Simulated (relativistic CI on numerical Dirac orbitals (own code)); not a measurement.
# Yb³⁺: N4,5 absorption multiplets

Aim: the N4,5 absorption spectrum of Yb³⁺ in 5 surroundings, from the same atomic integrals.

Method: Dirac-Coulomb-Breit CI, KLI orbitals optimised for each configuration, model QED (radiative potential, 1s self-energy scaled to tabulated hydrogen-like ionisation energies), valence Slater integrals scaled by 0.7, multiplet model of core-to-valence dipole absorption. Code: relativistic CI on numerical Dirac orbitals (own code) version 1.

## Step 1: Starting point

* ion: Yb³⁺ (Yb IV)
* nuclear charge: 70
* electrons: 67
* configurations: [Xe] 4f13 → [Kr] 4d9 4f14 5s2 5p6
* magnetising field for the dichroism, Lz and Sz: magnetic field 10 T along z; these come from the lowest magnetised state alone (0 K)
* temperature of the isotropic spectrum: 300 K
* widths: Lorentz 0.75 eV, Gauss 0.2 eV
* surrounding 1: free ion
* surrounding 2: Oh, B40 = -1670, B60 = -870 cm⁻¹
* surrounding 3: C2v, B20 = -410, B22 = -340, B40 = -800, B42 = 310, B44 = 100, B60 = -420, B62 = -250, B64 = -340, B66 = 520 cm⁻¹
* surrounding 4: D4h, B20 = -1340, B40 = 1250, B44 = 700, B60 = 430, B64 = 530 cm⁻¹
* surrounding 5: D3d, B20 = -470, B40 = -880, B43 = 290, B60 = 410, B63 = 550, B66 = -750 cm⁻¹

## Step 2: Surrounding 1: free ion

Settings, as recorded:

```ini
atom Yb  Z=70  charge=3  electrons=67
nucleus A=174  rms_radius_fm=5.3108
hamiltonian dirac-coulomb  breit=on  qed=on  c_scale=1
orbitals kli  potential=per-configuration
slater_scale 0.7
correlation none
mixing on
configurations
  [Xe] 4f13
  [Kr] 4d9 4f14 5s2 5p6
end
absorption N4,5 T=300 lorentz=0.75 gauss=0.2
crystal_field free
```

## Step 3: Surrounding 2: Oh, B40 = -1670, B60 = -870

Changes to the settings of step 2:

```diff
@@ -12,2 +12,2 @@
 absorption N4,5 T=300 lorentz=0.75 gauss=0.2
-crystal_field free
+crystal_field Oh B40=-1670 B60=-870
```

## Step 4: Surrounding 3: C2v, B20 = -410, B22 = -340, B40 = -800, B42 = 310, B44 = 100, B60 = -420, B62 = -250, B64 = -340, B66 = 520

Changes to the settings of step 3:

```diff
@@ -12,2 +12,2 @@
 absorption N4,5 T=300 lorentz=0.75 gauss=0.2
-crystal_field Oh B40=-1670 B60=-870
+crystal_field C2v B20=-410 B22=-340 B40=-800 B42=310 B44=100 B60=-420 B62=-250 B64=-340 B66=520
```

## Step 5: Surrounding 4: D4h, B20 = -1340, B40 = 1250, B44 = 700, B60 = 430, B64 = 530

Changes to the settings of step 4:

```diff
@@ -12,2 +12,2 @@
 absorption N4,5 T=300 lorentz=0.75 gauss=0.2
-crystal_field C2v B20=-410 B22=-340 B40=-800 B42=310 B44=100 B60=-420 B62=-250 B64=-340 B66=520
+crystal_field D4h B20=-1340 B40=1250 B44=700 B60=430 B64=530
```

## Step 6: Surrounding 5: D3d, B20 = -470, B40 = -880, B43 = 290, B60 = 410, B63 = 550, B66 = -750

Changes to the settings of step 5:

```diff
@@ -12,2 +12,2 @@
 absorption N4,5 T=300 lorentz=0.75 gauss=0.2
-crystal_field D4h B20=-1340 B40=1250 B44=700 B60=430 B64=530
+crystal_field D3d B20=-470 B40=-880 B43=290 B60=410 B63=550 B66=-750
```

(Steps that only read results are left out.)

Q: Predict the outcome of this session. Wanted: highest peak, first run; ground spin; core spin-orbit splitting.

As calculated:

| surrounding | ground S | Lz (0 K) | Sz (0 K) | centroid (eV) | share of the lower edge | up to four highest peaks (% of the highest), eV |
| --- | --- | --- | --- | --- | --- | --- |
| 1: free | 0.50 | -3.00 | -0.50 | 185.52 | - | 185.5 (100) |
| 2: Oh | 0.50 | -1.48 | -0.24 | 185.55 | - | 185.5 (100) |
| 3: C2v | 0.50 | -1.61 | -0.27 | 185.54 | - | 185.5 (100) |
| 4: D4h | 0.50 | -2.99 | -0.50 | 185.58 | - | 185.6 (100) |
| 5: D3d | 0.50 | -1.21 | -0.20 | 185.54 | - | 185.5 (100) |

| quantity | value |
| --- | --- |
| highest peak, first run | 185.5 eV |
| ground spin (effective S from ⟨S²⟩) | 0.50 |
| core spin-orbit splitting (without Breit) | 9.13 eV |

In words: The highest peak stays in place, within the step of the energy grid, in all surroundings. Edge positions are free-ion values and differ from those in solids by a few eV or more.
